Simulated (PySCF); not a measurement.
# CH₁₀Si₃: geometry, spin-spin couplings

What spin-spin couplings should CH₁₀Si₃ (`C[SiH]([SiH3])[SiH3]`) show?

Programs: PySCF 2.14.0, with density-fitted response routines of our own. Each step states its level of theory. These are calculated values for one molecule in the gas phase, unless marked as measured. Atoms count from 0, in the outputs and in this text.

### 1 The molecule as given

14 atoms, charge 0, multiplicity 1; geometry from: GFN2-xTB. The atoms were then displaced at random by about 0.01 Å, so the start is not that level's minimum.

Bonds of the start (Å): C0–Si1 1.89, Si1–Si2 2.34, Si1–Si3 2.35, C0–H4 1.12, C0–H5 1.08, C0–H6 1.08, Si1–H7 1.48, Si2–H8 1.45, Si2–H9 1.45, Si2–H10 1.47, Si3–H11 1.47, Si3–H12 1.42, Si3–H13 1.45.

### 2 Optimising the geometry at PBE0-D3(BJ)/def2-SVP

Job settings and geometry (Å):

```
{"job": {"xc": "PBE0", "basis": "def2-SVP", "d3": "d3bj", "grid": 1, "shake": 0.01, "kind": "geom"}, "charge": 0, "multiplicity": 1}
C      0.132650     1.742630    -0.818290
Si    -0.086840     0.265410     0.345370
Si    -2.001520    -0.919070    -0.277150
Si     1.949820    -0.913030     0.369600
H     -0.779720     2.385990    -0.829260
H      0.948250     2.399700    -0.537570
H      0.290530     1.444790    -1.846850
H     -0.286450     0.876230     1.678560
H     -3.219940    -0.124300    -0.262210
H     -1.861260    -1.485220    -1.605800
H     -2.232240    -2.049440     0.641550
H      1.857230    -2.045910     1.308350
H      3.059850    -0.115560     0.755310
H      2.222470    -1.477310    -0.934340
```

Command:

```bash
> OMP_NUM_THREADS=1 python probes_run.py task.json out
```

One launch serves the whole session: the jobs run in the order shown.

**Question.** This job is followed by: B3LYP/cc-pVTZ indirect spin-spin coupling, non-relativistic, gas phase; B3LYP/6-31G* indirect spin-spin coupling, non-relativistic, gas phase. Predict these results of the whole session: point group; rotational constants (main isotopes); largest coupling of the table (B3LYP/cc-pVTZ); range of J(Si2,H8), mean over like pairs.

The runs gave:

| quantity | value |
| --- | --- |
| point group | Cs |
| rotational constants (main isotopes) | 3.45, 1.95, 1.39 GHz |
| largest coupling of the table (B3LYP/cc-pVTZ) | ¹J(Si,H) Si2–H8, -149.4 Hz |
| range of J(Si2,H8), mean over like pairs | -176.1 to -149.4 Hz |

What this shows: Over 6 steps the energy fell by 0.230 eV; of the close pairs, Si3–H12 changed most, 1.420 to 1.497 Å. Of the pairs tabulated at B3LYP/cc-pVTZ, Si2–H8 (mean over like pairs) couples most strongly (-149.4 Hz; Fermi contact -149.5 Hz). The coupling Si2–H8, as a mean over pairs of its kind, runs from -176.1 Hz (B3LYP/6-31G*) to -149.4 Hz (B3LYP/cc-pVTZ). Couplings from bases without tight functions are rough.
